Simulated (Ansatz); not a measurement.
# MgF3: the cost of one run

Method: DFT PBE, scalar-relativistic, plane waves, PAW, in Ansatz 0.2.0.

1 further run of the same task is left out (it didn't finish).

### Step 1. The starting structure

Symmetry: R-3m, No. 166, trigonal system. The conventional cell has a = 3.768 Å, b = 3.768 Å, c = 14.456 Å, α = 90.00°, β = 90.00°, γ = 120.00°. Mg (site symmetry -3m) has 2 F at 1.84 Å in its first shell of neighbours. Around F (site symmetry -3m) lie 6 F at 2.25 Å. F (site symmetry 3m) has 1 Mg at 1.84 Å in its first shell of neighbours.

As a file:

```cif
data_structure
_symmetry_space_group_name_H-M 'R-3m:H'
_symmetry_Int_Tables_number 166
_cell_length_a 3.7681
_cell_length_b 3.7681
_cell_length_c 14.4558
_cell_angle_alpha 90.000
_cell_angle_beta 90.000
_cell_angle_gamma 120.000
_cell_volume 177.75
loop_
_atom_site_label
_atom_site_type_symbol
_atom_site_symmetry_multiplicity
_atom_site_Wyckoff_symbol
_atom_site_fract_x
_atom_site_fract_y
_atom_site_fract_z
_atom_site_occupancy
Mg1 Mg 3 b 0.66667 0.33333 0.83333 1
F1 F 3 a 0.00000 0.00000 0.00000 1
F2 F 6 c 0.66667 0.33333 0.96066 1
```

Recipe of the guess: random cell by space group and Wyckoff sites (R-3m, No. 166). Its size is a rough estimate.

### Step 2. Probe: one point on a coarse mesh

File input.yaml:

```yaml
crystal:
  lattice:
    - [1.88405992, 1.0877625, 4.81859108]
    - [-1.88405992, 1.0877625, 4.81859108]
    - [0.0, -2.17552501, 4.81859108]
  atoms:
    - { symbol: Mg, position: [0.5, 0.5, 0.5] }
    - { symbol: F, position: [0.0, 0.0, 0.0] }
    - { symbol: F, position: [0.62732817, 0.62732817, 0.62732817] }
    - { symbol: F, position: [0.37267183, 0.37267183, 0.37267183] }
basis:
  ecutwfc: 420
kpoints:
  mp_grid: { grid: [6, 6, 6] }
hamiltonian:
  xc: pbe
scf:
  occupations: { method: gaussian, width: 0.1 }
  lower_state_search: "off"
output:
  forces: true
  stress: true
  eigenvalues: true
```

Started as:

```
$ ansatz run input.yaml --threads 1 --pin off --max-ram 2560MiB --backend cpu --events-out ev --progress --plain --runs-dir out
```

What time and memory should one allow on 1 thread of Intel Xeon at 2.50GHz (Skylake/Cascade Lake), shared host?

About 5.6 s, with a peak of 0.35 GiB.
